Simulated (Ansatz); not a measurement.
# InHCl (SMILES [Cl][InH]): U-revPBE/def2-TZVPP (core potential)

What is the electronic atomisation energy of InHCl at U-revPBE/def2-TZVPP (core potential)? 

The results are computed with Ansatz 0.2.0.

38 further runs of the same task are left out: 38 set aside as unsound or not needed.

## 1. The molecule

InHCl has 3 atoms, charge 0, and is taken as a doublet. SMILES: `[Cl][InH]`. The coordinates come from a PBE0-D4/def2-TZVP relaxation.

Bond lengths: Cl1–In2 2.365 Å, In2–H3 1.773 Å. Angles: Cl1–In2–H3 115.3°.

## 2. A single-point energy at U-revPBE/def2-TZVPP (core potential)

The input, in.yaml:

```yaml
basis:
  gaussian: {orbitals: def2-TZVPP}
crystal:
  periodic: [false, false, false]
  atoms:
    - {symbol: Cl, position_ang: [-1.649800, 0.396800, -0.867400]}
    - {symbol: In, position_ang: [0.409500, 0.542400, 0.286100]}
    - {symbol: H, position_ang: [1.229400, -1.003900, 0.568100]}
magnetization: {spin_polarized: true, initial_magnetization: 1}
hamiltonian: {xc: {name: revPBE}}
accuracy: high
output: {orbitals: {seedname: orbitals}}
```

Run with:

```bash
$ ansatz run in.yaml --threads 1 --pin off --max-ram 3480MiB --events-out events.jsonl --progress --plain --runs-dir runs
```

Output:

```text
Warning: RAYON_NUM_THREADS=1 ignored (pool sized by the plan → 1); use --threads N
Functional definition: revPBE
  name "revPBE"
  parameter kappa = 1.245
  parameter beta = 0.06672455060314922
  exchange = pbe_x(kappa = kappa, mu = beta*pi^2/3)
  correlation = pbe_c(beta = beta)
1766 factors; integrals over basis functions are off by at most 3.3e-9 eV
mean field evaluation 1: about -17711.1225 eV, gradient 1.7e1 eV
mean field evaluation 2: about -17704.6003 eV, gradient 3.8e1 eV
mean field evaluation 4: about -17712.8066 eV, gradient 2.8e0 eV
mean field evaluation 8: about -17712.8479 eV, gradient 7.4e-2 eV
mean field evaluation 16: about -17712.8480 eV, gradient 6.1e-5 eV
mean field -17712.84796101 eV, -650.9351563675 hartree, gradient 3.1e-8 eV, S^2 0.754002; 0 other end points of the search recorded, 0 dependent functions left out
reference -17712.84796614 eV, -650.9351565560 hartree; 20, 19 occupied and 86, 87 virtual orbitals, 1766 factors
Total energy: -17712.84796614 eV, -650.9351565560 hartree
```

It took 8.1 s on 1 thread of Arm Neoverse V2, shared host; peak memory 0.28 GiB.

## 3. The Cl atom, same level

The input, molecule.yaml:

```yaml
crystal:
  periodic: [false, false, false]
  atoms:
    - {symbol: Cl, position_ang: [0.000000, 0.000000, 0.000000]}
basis:
  gaussian:
    orbitals: def2-TZVPP
magnetization:
  spin_polarized: true
  initial_magnetization: 1
hamiltonian:
  xc: {name: revPBE}
accuracy: high
```

Run the same way, it converges to -460.06619 Eh (log not shown).

## 4. The H atom at the same level

The input, input.yaml:

```yaml
crystal:
  periodic: [false, false, false]
  atoms:
    - symbol: H
      position_ang: [0.000000, 0.000000, 0.000000]
basis:
  gaussian:
    orbitals: def2-TZVPP
magnetization:
  spin_polarized: true
  initial_magnetization: 1
hamiltonian:
  xc: {name: revPBE}
accuracy: high
```

Run with:

```bash
$ ansatz run input.yaml --threads 1 --pin off --max-ram 3480MiB --events-out events.jsonl --progress --plain --runs-dir runs
```

Output:

```text
Warning: RAYON_NUM_THREADS=1 ignored (pool sized by the plan → 1); use --threads N
Functional definition: revPBE
  name "revPBE"
  parameter kappa = 1.245
  parameter beta = 0.06672455060314922
  exchange = pbe_x(kappa = kappa, mu = beta*pi^2/3)
  correlation = pbe_c(beta = beta)
92 factors; integrals over basis functions are off by at most 9.3e-10 eV
mean field evaluation 1: about -13.7149 eV, gradient 5.3e-1 eV
mean field evaluation 2: about -13.7188 eV, gradient 8.0e-2 eV
mean field evaluation 4: about -13.7179 eV, gradient 3.0e-3 eV
mean field evaluation 8: about -13.7179 eV, gradient 5.7e-9 eV
mean field -13.71787170 eV, -0.5041224865 hartree, gradient 5.6e-8 eV, S^2 0.750000; 0 other end points of the search recorded, 0 dependent functions left out
reference -13.71787477 eV, -0.5041225997 hartree; 1, 0 occupied and 13, 14 virtual orbitals, 92 factors
Total energy: -13.71787477 eV, -0.5041225997 hartree
```

Wall time 0.12 s (1 thread of Arm Neoverse V2, shared host).

## 5. The In atom, same level

The input, input.yaml:

```yaml
crystal:
  periodic: [false, false, false]
  atoms:
    - {symbol: In, position_ang: [0.000000, 0.000000, 0.000000]}
basis:
  gaussian: {orbitals: def2-TZVPP}
magnetization: {spin_polarized: true, initial_magnetization: 1}
hamiltonian: {xc: {name: revPBE}}
accuracy: high
```

Run the same way, it converges to -190.17062 Eh (log not shown).

## 6. What came out

Level: U-revPBE/def2-TZVPP (core potential).

| quantity | value |
| --- | --- |
| molecule: total energy | -650.93516 Eh |
| molecule: HOMO energy (highest over α and β) | -5.27 eV |
| molecule: LUMO energy (lowest over α and β) | -4.16 eV |
| molecule: ⟨S²⟩ | 0.754 |
| Cl atom: total energy | -460.06619 Eh |
| Cl atom: ⟨S²⟩ | 0.753 |
| H atom: total energy | -0.50412 Eh |
| H atom: ⟨S²⟩ | 0.750 |
| In atom: total energy | -190.17062 Eh |
| In atom: ⟨S²⟩ | 0.752 |
| electronic atomisation energy | 5.285 eV |

In words: Taking the molecule apart into free atoms costs 5.29 eV (122 kcal/mol), before zero-point energy and without spin-orbit coupling.
